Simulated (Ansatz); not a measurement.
Runs of Ansatz 0.2.0 on Ga. The cell holds a sheet with vacuum, 2 atoms: a = 4.330 Å, b = 4.330 Å, c = 23.800 Å, α = 90.00°, β = 90.00°, γ = 120.00°. The cell was built by a generator and needn't be a form met in nature.

| task | level | cutoff (eV) | basis error allowed | gap on the mesh (eV) | work function (eV) |
| --- | --- | --- | --- | --- | --- |
| work function | LDA | 283 | 0.002 eV/atom | none | (a) |
| projected density of states | PBE | 282 | 0.002 eV/atom | - | 4.33 |
| work function | PBEsol | 283 | 0.002 eV/atom | none | 4.42 |
| work function | PBE | 282 | 0.002 eV/atom | none | 4.33 |
| single point | PBE | 306 | 0.001 eV/atom | none | - |

Alike in all rows: potentials or basis all-electron LAPW, scalar-relativistic; no spin polarisation; cell as given; k mesh 7 × 7 × 1; smearing fermi-dirac 0.05 eV.

Q: Estimate the missing entries.

A: (a) 4.61.

A k mesh can miss the band edges, and the runs leave out spin-orbit coupling on Ga.

A gap of «none» marks a metal or a gap under the smearing width.
